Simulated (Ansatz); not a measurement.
I need a short molecular-dynamics run of CH5BTe, SMILES B[Te]C. Use the Ansatz DFT code, driven from Python. Use: PBE0, def2-SVP basis, multiplicity 1, D3BJ dispersion.

Input file `ch5bte.xyz`:
```text
8

B    -0.61860    1.19060   -1.02110
Te   -1.44140   -0.04500    0.59960
C     0.44920   -0.97060    0.79280
H    -0.63620    0.86530   -2.15350
H    -0.16640    2.26910   -0.79980
H     1.24110   -0.18940    1.06280
H     0.78810   -1.46250   -0.14360
H     0.47640   -1.71470    1.60710
```

The script, `ch5bte.py`:
```python
"""Molecular dynamics of one CH5BTe molecule."""

import ansatz as az
import numpy as np

geometry = az.Crystal.molecule_from_extxyz("ch5bte.xyz")

calc = geometry.calculation()
calc = calc.basis(gaussian="def2-SVP")
calc = calc.functional("PBE0", dispersion="d3bj").scf(lower_state_search="light")
calc = calc.md("nve", timestep=0.5, steps=40, temperature=200, initial_velocities="maxwell_boltzmann", seed=44)
frames = []
calc.session().plan().execute(on_event=lambda e: frames.append(e["data"]) if e["event"] == "md_step" else None)
print("t (fs)   E_pot (eV)      E_kin (eV)   T (K)   d(0-1) (A)")
for f in frames[::3]:
    xyz = np.array(f["positions_ang"])
    print(f"{f['time_fs']:6.2f} {f['lagrangian_ev']:14.5f} {f['e_kin_ev']:10.5f} {f['temperature_k']:8.1f} {np.linalg.norm(xyz[0] - xyz[1]):9.4f}")
kept = np.array([f["conserved_ev"] for f in frames])
print(f"conserved energy moves by at most {1000 * np.ptp(kept):.3f} meV")
```

Output of `python ch5bte.py`:
```text
t (fs)   E_pot (eV)      E_kin (eV)   T (K)   d(0-1) (A)
  0.00    -9083.33976    0.15511    200.0    2.1978
  1.50    -9083.34315    0.15877    204.7    2.2069
  3.00    -9083.37535    0.19053    245.7    2.2160
  4.50    -9083.38147    0.19620    253.0    2.2254
  6.00    -9083.32557    0.14133    182.2    2.2353
  7.50    -9083.31682    0.13238    170.7    2.2456
  9.00    -9083.33987    0.15479    199.6    2.2556
 10.50    -9083.31580    0.13109    169.0    2.2643
 12.00    -9083.28619    0.10210    131.6    2.2706
 13.50    -9083.32094    0.13632    175.8    2.2740
 15.00    -9083.35709    0.17178    221.5    2.2743
 16.50    -9083.32745    0.14312    184.5    2.2722
 18.00    -9083.33379    0.14942    192.7    2.2686
 19.50    -9083.37789    0.19287    248.7    2.2644
conserved energy moves by at most 1.233 meV
```

Caveats:
- The settings weren't tested for convergence.
- The trajectory is only some femtoseconds long, so its temperature is not equilibrated; where the script doesn't relax first, it starts from a rough generated geometry.
- def2 sets replace the cores of elements past krypton by effective core potentials.
- The temperature counts the internal degrees of freedom alone.
- Finished in 2.7 min on 1 thread of Intel(R) Xeon(R) Platinum 8375C CPU @ 2.90GHz (Ice Lake), on a shared host, peak memory 0.24 GiB.

(Lines on the test bed's own set-up are left out of the output.)
